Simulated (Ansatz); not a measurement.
## C₂H₆GeSe, SMILES C=C[Se][GeH3]: a single point in a Gaussian basis, step by step

Computed with Ansatz 0.2.0 through its Python package.

At the Python prompt:
```pycon
>>> from pathlib import Path
>>> import warnings
>>> import ansatz as az
>>> warnings.simplefilter('ignore', az.DeckWarning)
>>> geometry_ang = [
...     ('C', (-0.1994, 1.3181, -1.3142)),
...     ('C', (0.6767, 0.4514, -1.0319)),
...     ('Se', (1.4457, 0.4033, 0.7024)),
...     ('Ge', (-0.0866, -1.1118, 1.4486)),
...     ('H', (-0.6903, 1.3787, -2.3332)),
...     ('H', (-0.5701, 2.1009, -0.584)),
...     ('H', (1.0225, -0.2617, -1.777)),
...     ('H', (-0.0582, -2.388, 0.5776)),
...     ('H', (0.1026, -1.4683, 2.9789)),
...     ('H', (-1.5599, -0.4738, 1.3357)),
... ]
>>> system = az.Crystal.molecule()
>>> for symbol, xyz in geometry_ang:
...     system = system.atom(symbol, xyz)
...
>>> calculation = system.calculation().basis(gaussian='def2-SVP').functional(az.LibraryFunctional('wB97')).orbitals()
>>> result = calculation.run(threads=1, runs_dir='out')

>>> rep = result.report
>>> rep['reference_energy_ev']
-124029.92787950051
>>> rep['converged'], rep['free_energy_ev']
(True, -124029.92787950051)
>>> {key: value for key, value in rep.items() if isinstance(value, (int, float)) and 'ev' in key}
{'free_energy_ev': -124029.92787950051, 'reference_energy_ev': -124029.92787950051}
>>> print(f'E = {rep["free_energy_ev"]:.6f} eV = {rep["free_energy_ev"] / 27.211386246:.7f} Ha')
E = -124029.927880 eV = -4558.0157791 Ha
>>> print('converged:', rep['converged'], ' doubts:', rep['published_state_doubts'] or 'none')
converged: True  doubts: none
>>> lines = Path(rep['orbitals_path']).read_text().splitlines()
>>> field_of = lambda key: [line.split('=')[1].strip() for line in lines if line.startswith(key)]
>>> orbitals = [(27.211386 * float(e), s, float(n)) for e, s, n in zip(field_of('Ene='), field_of('Spin='), field_of('Occup='))]
>>> homo = max(e for e, _, n in orbitals if n > 0.5)
>>> lumo = min(e for e, _, n in orbitals if n < 0.5)
>>> print(f'HOMO {homo:.3f} eV, LUMO {lumo:.3f} eV, gap {lumo - homo:.3f} eV')
HOMO -9.137 eV, LUMO 2.109 eV, gap 11.246 eV
```

Total energies depend on the basis set; only differences at equal settings carry meaning. The geometry is a force-field or estimated start, not a minimum of this method, and the basis set is short of its limit. Levels such as HOMO and LUMO are orbital energies: with these approximate functionals they aren't the ionisation energy and electron affinity, and their gap isn't the fundamental gap. Timing: 6.7 s on 1 thread of Intel(R) Xeon(R) 6975P-C (Granite Rapids) (shared host), peak memory 0.33 GiB.

(Lines on the test bed's own set-up are left out of the output.)
